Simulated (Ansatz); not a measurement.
# SnTe (SMILES [Sn][Te]): levels of theory compared

Wanted: a comparison of 6 runs (B2PLYP/STO-3G, BHLYP/STO-3G, BLYP/STO-3G, HSE06/STO-3G, PBE/STO-3G, MP2/STO-3G) of SnTe. 

The calculation is run with Ansatz 0.2.0.

45 further runs of the same task are left out: 16 that didn't finish, 29 set aside as unsound or not needed.

## 1. The molecule

SnTe: 2 atoms, total charge 0, spin state singlet. As SMILES, `[Sn][Te]`. The Te2–Sn1 distance was set to 5.036 Å, away from the relaxed value.

## 2. A single-point energy at B2PLYP/STO-3G (run 1)

Contents of in.yaml:

```yaml
crystal:
  periodic: [false, false, false]
  atoms:
    - symbol: Sn
      position_ang: [0.000000, 0.000000, -2.508470]
    - symbol: Te
      position_ang: [-0.000000, -0.000000, 2.527330]
basis:
  gaussian:
    orbitals: STO-3G
hamiltonian:
  xc: {name: B2PLYP}
correlation:
  frozen_orbitals: {Sn: 18, Te: 18}
accuracy: high
```

The run is started by

```sh
$ ansatz run in.yaml --threads 1 --pin off --max-ram 3480MiB --events-out events.jsonl --progress --plain --runs-dir runs
```

What it wrote:

```text
Warning: RAYON_NUM_THREADS=1 ignored (pool sized by the plan → 1); use --threads N
Functional definition: B2PLYP
  name "B2PLYP"
  parameter a = 0.53
  parameter c = 0.27
  exchange = (1 - a)*b88_x + a*exact_x
  correlation = (1 - c)*lyp_c + c*(mp2_os + mp2_ss)
762 factors; integrals over basis functions are off by at most 4.7e-9 eV
mean field evaluation 1: about -340488.8614 eV, gradient 5.2e0 eV
mean field evaluation 2: about -340488.8733 eV, gradient 5.2e0 eV
mean field evaluation 4: about -340388.9899 eV, gradient 1.3e1 eV
mean field evaluation 8: about -340496.8713 eV, gradient 2.3e1 eV
mean field evaluation 16: about -340504.7307 eV, gradient 1.9e-6 eV
mean field evaluation 32: about -340504.7030 eV, gradient 1.9e-1 eV
mean field evaluation 64: about -340456.8193 eV, gradient 4.6e0 eV
mean field evaluation 96: about -340504.6351 eV, gradient 8.2e-3 eV
mean field -340504.73070518 eV, -12513.3180510194 hartree, gradient 6.0e-9 eV, S^2 0.000000; 7 other end points of the search recorded, 0 dependent functions left out; unrestricted orbitals would lower it
36 core orbitals not correlated: weight in the atoms' cores, before any rotation towards them, 1.000 or more for the frozen orbitals, at most 0.000 for the correlated occupied ones
reference -340504.73072758 eV, -12513.3180518424 hartree; 15, 15 occupied and 3, 3 virtual orbitals, 762 factors
second order -1.77428680 eV of doubles, -0.00000000 eV of singles
Total energy: -340505.20978501 eV, -12513.3356568784 hartree
```

Run time: 11 s. Hardware: 1 thread of AMD EPYC 9R14 (Zen 4), shared host; peak memory 0.23 GiB.

## 3. A single-point energy at BHLYP/STO-3G (run 2)

Contents of input.yaml:

```yaml
crystal:
  periodic: [false, false, false]
  atoms:
    - {symbol: Sn, position_ang: [0.000000, 0.000000, -2.508470]}
    - {symbol: Te, position_ang: [-0.000000, -0.000000, 2.527330]}
basis:
  gaussian: {orbitals: STO-3G}
magnetization: {spin_polarized: false, initial_magnetization: 0}
hamiltonian: {xc: {name: BHLYP}}
accuracy: high
```

The run is started by

```sh
$ ansatz run input.yaml --threads 1 --pin off --max-ram 3480MiB --events-out events.jsonl --progress --plain --runs-dir runs
```

What it wrote:

```text
Warning: RAYON_NUM_THREADS=1 ignored (pool sized by the plan → 1); use --threads N
Functional definition: BHLYP
  name "BHLYP"
  parameter a = 0.5
[... 1 set-up line as earlier in the session ...]
  correlation = lyp_c
762 factors; integrals over basis functions are off by at most 4.7e-9 eV
mean field evaluation 1: about -340525.6201 eV, gradient 5.2e0 eV
mean field evaluation 2: about -340425.0948 eV, gradient 1.5e1 eV
mean field evaluation 4: about -340426.6976 eV, gradient 2.1e1 eV
mean field evaluation 8: about -340541.3885 eV, gradient 1.8e0 eV
mean field evaluation 16: about -340541.4994 eV, gradient 3.4e-9 eV
mean field evaluation 32: about -340541.1942 eV, gradient 2.8e0 eV
mean field -340541.49941447 eV, -12514.6692761628 hartree, gradient 3.4e-9 eV, S^2 0.000000; 2 other end points of the search recorded, 0 dependent functions left out
reference -340541.49943835 eV, -12514.6692770404 hartree; 51, 51 occupied and 3, 3 virtual orbitals, 762 factors
Total energy: -340541.49943835 eV, -12514.6692770404 hartree
```

Run time: 3.3 s. Hardware: 1 thread of AMD EPYC 9R14 (Zen 4), shared host; peak memory 0.2 GiB.

Run 3 isn't shown in full; the table further down has it.

## 4. A single-point energy at HSE06/STO-3G (run 4)

Contents of in.yaml:

```yaml
crystal:
  periodic: [false, false, false]
  atoms:
    - {symbol: Sn, position_ang: [0.000000, 0.000000, -2.508470]}
    - {symbol: Te, position_ang: [-0.000000, -0.000000, 2.527330]}
basis:
  gaussian:
    orbitals: STO-3G
magnetization:
  spin_polarized: false
  initial_magnetization: 0
hamiltonian:
  xc: {name: HSE06}
accuracy: high
```

The run is started by

```sh
$ ansatz run in.yaml --threads 1 --pin off --max-ram 3480MiB --events-out events.jsonl --progress --plain --runs-dir runs
```

What it wrote, cut to the lines that bear on the results:

```text
Warning: RAYON_NUM_THREADS=1 ignored (pool sized by the plan → 1); use --threads N
Functional definition: HSE06
  name "HSE06"
[...]
762 factors; integrals over basis functions are off by at most 4.7e-9 eV
51 factors; integrals over basis functions are off by at most 1.5e-9 eV
[...]
mean field -340517.46735430 eV, -12513.7861142413 hartree, gradient 2.9e-8 eV, S^2 0.000000; 6 other end points of the search recorded, 0 dependent functions left out
reference -340517.46735662 eV, -12513.7861143265 hartree; 51, 51 occupied and 3, 3 virtual orbitals, 762 factors
Total energy: -340517.46735662 eV, -12513.7861143265 hartree
```

Run time: 21 s. Hardware: 1 thread of AMD EPYC 9R14 (Zen 4), shared host; peak memory 0.22 GiB.

Run 5 isn't shown in full; the table further down has it.

## 5. The energy at MP2/STO-3G (run 6)

Contents of run.yaml:

```yaml
crystal:
  periodic: [false, false, false]
  atoms:
    - {symbol: Sn, position_ang: [0.000000, 0.000000, -2.508470]}
    - {symbol: Te, position_ang: [-0.000000, -0.000000, 2.527330]}
basis:
  gaussian: {orbitals: STO-3G}
accuracy: high
correlation: {method: mp2, frozen_orbitals: {Sn: 18, Te: 18}}
```

The run is started by

```sh
$ ansatz run run.yaml --threads 1 --pin off --max-ram 3480MiB --events-out events.jsonl --progress --plain --runs-dir runs
```

What it wrote, cut to the lines that bear on the results:

```text
Warning: RAYON_NUM_THREADS=1 ignored (pool sized by the plan → 1); use --threads N
Functional definition: HF
  name "HF"
[...]
762 factors; integrals over basis functions are off by at most 4.7e-9 eV
[...]
mean field -340419.43014365 eV, -12510.1833132019 hartree, gradient 1.3e-8 eV, S^2 0.000000; 24 other end points of the search recorded, 0 dependent functions left out; unrestricted orbitals would lower it
[...]
unrestricted determinant -340422.02791500 eV, -12510.2787795381 hartree, S^2 1.9948
36 core orbitals not correlated: weight in the atoms' cores, before any rotation towards them, 1.000 or more for the frozen orbitals, at most 0.000 for the correlated occupied ones
reference -340419.43014365 eV, -12510.1833132019 hartree; 15, 15 occupied and 3, 3 virtual orbitals, 762 factors
second order -0.74883340 eV of doubles, -0.00000000 eV of singles
WARN: the method's energy lies above the unrestricted determinant's, so it is not that of the lowest state
Total energy: -340420.17897705 eV, -12510.2108323217 hartree
```

It took 11 s on 1 thread of AMD EPYC 9R14 (Zen 4), shared host; peak memory 0.23 GiB.

## 6. All runs side by side

```csv
run,level,frozen core orbitals,energy (Eh),wall time
1,B2PLYP/STO-3G,36,-12513.335657,11 s
2,BHLYP/STO-3G,–,-12514.669277,3.3 s
3,BLYP/STO-3G,–,-12514.064757,12 s
4,HSE06/STO-3G,–,-12513.786114,21 s
5,PBE/STO-3G,–,-12513.100849,12 s
6,MP2/STO-3G,36,-12510.210832,11 s
```

## 7. Outcome

| quantity | value |
| --- | --- |
| run 6: total energy | -12510.21083 Eh |
| run 6: correlation energy (36 core orbitals frozen) | -27.5 mEh |

What this shows: Totals of different functionals can't be ranked against each other. In runs 1, 6 the log says that unrestricted orbitals would lower the reference, so the values rest on an unstable closed-shell determinant (other closed-shell runs at this shape may share the fault). In runs 1, 2, 3, 4, 5, 6 the basis is minimal, so the values are rough. In runs 1, 2, 3, 4, 5, 6 a closed-shell determinant meets a far-stretched bond, which it describes badly. In runs 1, 2, 3, 4, 5, 6 relativity is left out where basis or elements ask for it. All runs together took 71 s, the longest 21 s.
